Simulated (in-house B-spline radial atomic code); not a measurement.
**Pr⁹⁺: excited configurations**

Aim: the energies of several excited configurations of Pr⁹⁺ above a reference configuration, each from its own self-consistent run.

The numbers are computed with in-house B-spline radial atomic code version 1 (scalar-relativistic (spin-free one-electron X2C) BLYP, spin-polarised, spherical fractional occupations, Fermi nucleus, basis-set limit), except any that are marked as measured or tabulated.

**1. The system**

- element: praseodymium (Z = 59)
- charge: +9
- electrons: 50
- configuration: [Kr] 4d10 4f2 5s2
- Hamiltonian: scalar-relativistic (X2C)
- nucleus: Fermi, rms radius 4.892 fm

Outer shells as boxes (Hund's rule):

[Kr] 4d10 4f2 5s2
```
[Kr] core
4d [↑↓][↑↓][↑↓][↑↓][↑↓]
4f [↑ ][↑ ][  ][  ][  ][  ][  ]
5s [↑↓]
```

Where spins are not typed, each open shell is filled with up spins first.

**2. Reference run**

The run's settings:

```ini
Z = 59
electrons = 50.0
configuration = [Kr] 4d10 4f2 5s2
hamiltonian = x2c
method = b88,lyp
spin_polarised = True
nucleus = fermi
rms_radius = 4.8919
mass_number = 141
atomic_mass = 140.907659604
speed_of_light = 137.035999084
```

**3. Run with [Kr] 4d10 4f1 5s2 6f1**

Changes to the settings of step 2:

```diff
@@ -2,3 +2,3 @@
 electrons = 50.0
-configuration = [Kr] 4d10 4f2 5s2
+configuration = [Kr] 4d10 4f1 5s2 6f1
 hamiltonian = x2c
```

**4. Run with [Kr] 4d9 4f2 5s2 5d1**

Changes to the settings of step 3:

```diff
@@ -2,3 +2,3 @@
 electrons = 50.0
-configuration = [Kr] 4d10 4f1 5s2 6f1
+configuration = [Kr] 4d9 4f2 5s2 5d1
 hamiltonian = x2c
```

**5. [Kr] 4d9 4f2 5s2 6d1**

Changes to the settings of step 4:

```diff
@@ -2,3 +2,3 @@
 electrons = 50.0
-configuration = [Kr] 4d9 4f2 5s2 5d1
+configuration = [Kr] 4d9 4f2 5s2 6d1
 hamiltonian = x2c
```

**6. Configuration [Kr] 4d9 4f2 5s2 6f1**

Changes to the settings of step 5:

```diff
@@ -2,3 +2,3 @@
 electrons = 50.0
-configuration = [Kr] 4d9 4f2 5s2 6d1
+configuration = [Kr] 4d9 4f2 5s2 6f1
 hamiltonian = x2c
```

**7. Configuration [Kr] 4d10 4f1 5s2 5f1**

Changes to the settings of step 6:

```diff
@@ -2,3 +2,3 @@
 electrons = 50.0
-configuration = [Kr] 4d9 4f2 5s2 6f1
+configuration = [Kr] 4d10 4f1 5s2 5f1
 hamiltonian = x2c
```

Q: How far above the reference does each configuration lie (order and size, in eV)?

As calculated:

| net move | configuration | 2|M_S|+1 | energy above the reference (eV) | largest <r> (bohr) |
| --- | --- | --- | --- | --- |
| 4f → 5f | [Kr] 4d10 4f1 5s2 5f1 | 3 | 61.752 | 2.10 |
| 4f → 6f | [Kr] 4d10 4f1 5s2 6f1 | 3 | 87.752 | 3.53 |
| 4d → 5d | [Kr] 4d9 4f2 5s2 5d1 | 5 | 141.57 | 1.67 |
| 4d → 6d | [Kr] 4d9 4f2 5s2 6d1 | 5 | 185.72 | 2.92 |
| 4d → 6f | [Kr] 4d9 4f2 5s2 6f1 | 5 | 200.80 | 3.52 |

The lowest of them is 4f → 5f at 61.752 eV and the highest 4d → 6f at 200.80 eV. The reference has 2|M_S|+1 = 3; 3 of the configurations differ from it in spin. These are spherical averages at the typed spins, not spectroscopic levels.
